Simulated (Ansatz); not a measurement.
# CH4B2O: the cost of one run

All numbers below are computed with Ansatz 0.2.0 (RKS r2SCAN/def2-SVP).

1 further run of the same task is left out (it didn't finish).

## 1. The system as given

Bond lengths: B1–C2 1.391 Å, C2–O3 1.377 Å, O3–B4 1.324 Å, B1–H5 1.144 Å, C2–H6 1.096 Å, B4–H7 1.173 Å, B4–H8 1.183 Å. Angles: B1–C2–O3 135.2°, B1–C2–H6 114.9°, O3–C2–H6 109.9°, C2–B1–H5 172.6°, C2–O3–B4 125.2°, O3–B4–H7 115.1°, O3–B4–H8 122.3°, H7–B4–H8 122.6°.

Coordinates:

```xyz
8

B    -0.3389    1.6277    0.0770
C     0.5116    0.6761   -0.4764
O     0.6550   -0.6894   -0.3660
B    -0.1583   -1.4895    0.3049
H    -0.9590    2.5109    0.4583
H     1.2665    1.0758   -1.1625
H     0.1394   -2.6238    0.2935
H    -1.1163   -1.0878    0.8712
```

## 2. End point A

input.yaml

```yaml
crystal:
  periodic: [false, false, false]
  atoms:
    - { symbol: B, position_ang: [-0.33889, 1.62771, 0.07705] }
    - { symbol: C, position_ang: [0.51162, 0.67605, -0.47641] }
    - { symbol: O, position_ang: [0.655, -0.68935, -0.36601] }
    - { symbol: B, position_ang: [-0.15832, -1.48947, 0.30491] }
    - { symbol: H, position_ang: [-0.95899, 2.51086, 0.45828] }
    - { symbol: H, position_ang: [1.26649, 1.07583, -1.16254] }
    - { symbol: H, position_ang: [0.13939, -2.62382, 0.29353] }
    - { symbol: H, position_ang: [-1.1163, -1.08781, 0.87119] }
basis:
  gaussian: { orbitals: def2-SVP }
hamiltonian:
  xc: r2scan
relax:
  f_tol: 0.015
  max_steps: 40
output:
  orbitals: {}
```

On the command line:

```bash
ansatz run input.yaml --threads 1 --pin off --max-ram 2048MiB --backend cpu --events-out ev --progress --plain --runs-dir out
```

What time and memory should one allow on 1 thread of Arm Neoverse V1, shared host?

About 34 s, with a peak of 0.14 GiB.
